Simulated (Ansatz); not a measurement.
**RuFI: the cell at several levels of theory**

An exercise on one series of results from a longer session: the logs are not shown, and one member is left open.

Program: Ansatz 0.2.0. PAW datasets, plane waves, zero pressure. Spin-unpolarised throughout. Whether this structure exists isn't addressed.

**Starting point**

In-plane lattice: a = 3.179 Å, b = 3.179 Å, γ = 120.0°; thickness between the outer nuclei 3.10 Å. Around Ru lie 3 F at 2.40 Å and 3 I at 2.40 Å; around F lie 3 Ru at 2.40 Å; around I lie 3 Ru at 2.40 Å.

The structure in full:

```xyz
3
Lattice="3.1787 0.0000 0.0000 -1.5894 2.7529 0.0000 0.0000 0.0000 18.0000" Properties=species:S:1:pos:R:3 pbc="T T F"
Ru    0.0000    1.8352    9.0000
F     1.5894    0.9176   10.5518
I     1.5894    0.9176    7.4482
```
Periodic in the plane only; c spans the vacuum.

The first run:

Contents of input.yaml:

```yaml
crystal:
  lattice:
    - [3.17873888, 0.0, 0.0]
    - [-1.58936944, 2.7528686221, 0.0]
    - [0.0, 0.0, 18.0]
  atoms:
    - { symbol: Ru, position: [0.3333333333, 0.6666666667, 0.5] }
    - { symbol: F, position: [0.6666666667, 0.3333333333, 0.5862125156] }
    - { symbol: I, position: [0.6666666667, 0.3333333333, 0.4137874844] }
  periodic: [true, true, false]
kpoints:
  mp_grid: { grid: [12, 12, 1] }
hamiltonian:
  xc: pbe
scf:
  occupations: { method: fermi_dirac, width: 0.02 }
relax:
  f_tol: 0.005
  cell: {}
```

The run is started by

```
$ ansatz run input.yaml --threads 4 --pin off --max-ram 5529MiB --backend cpu --events-out ev --progress --plain --runs-dir out
```

Among the steps run: Relaxing with PBE; Relaxing with r2SCAN; PBEsol: cell and atoms; LDA: cell and atoms; HSE06: cell and atoms.

One of the session's tables, all rows but one given; the rest of the session is left out.

```
 level  a (Å)  area (Å²/atom)
   PBE  3.666           3.880
r2SCAN      ?               ?
PBEsol  3.605           3.753
   LDA  3.570           3.678
 HSE06  3.628           3.800
```

Q: Estimate the row for r2SCAN from the others.

As computed: a (Å): 3.637; area (Å²/atom): 3.818. In the column «a (Å)» it lies between HSE06 (3.628) and PBE (3.666).

In words: From the start to the first minimum the area moved by +33.0 %. The area runs from LDA (least) to PBE (most), a spread of 5.5 %, or 2.7 % in length if all axes shared it alike. The meshes differ: PBE 12×12×1, r2SCAN 12×12×1, PBEsol 12×12×1, LDA 12×12×1, HSE06 6×6×1.

Limits of these values: Warnings in the runs' records: slab cell height set, xc potential rough in thin density.
